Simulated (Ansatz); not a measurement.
CsBa3:

```
Ba Cs
1.0
     0.00000    5.22128    5.22128
     5.22128    0.00000    5.22128
     5.22128    5.22128    0.00000
Ba Cs
3 1
Cartesian
  5.2213 5.2213 5.2213
  7.8319 7.8319 7.8319
  2.6106 2.6106 2.6106
  0.0000 0.0000 0.0000
```

The cell comes from a database or a generator and needn't be the stable form of this composition.

Base run:

| Item | Value |
| --- | --- |
| Program | Ansatz 0.2.0 |
| Functional | PBE |
| Potentials or basis | Ansatz PAW |
| Cutoff | 420 eV |
| Density cutoff | 1680 eV |
| k mesh | 5 × 5 × 5 |
| Occupations | fermi-dirac, width 0.05 eV |
| Spin | no spin polarisation |

Its results: band gap on the k mesh none (metal or under the smearing width); pressure 0.0 GPa.

Problem. The run is repeated on the same cell with these changes: functional from PBE to PBEsol. What comes out?

Solution. Band gap on the k mesh none (metal or under the smearing width); pressure -0.5 GPa.

PBEsol binds more tightly than PBE, so the same cell stands under less pressure.

Caveats: the PAW data sets come from PBE, with cores solved anew for the run's functional, which leaves a small shift of forces and pressure (some runs).

Not every run made on this cell is shown here.
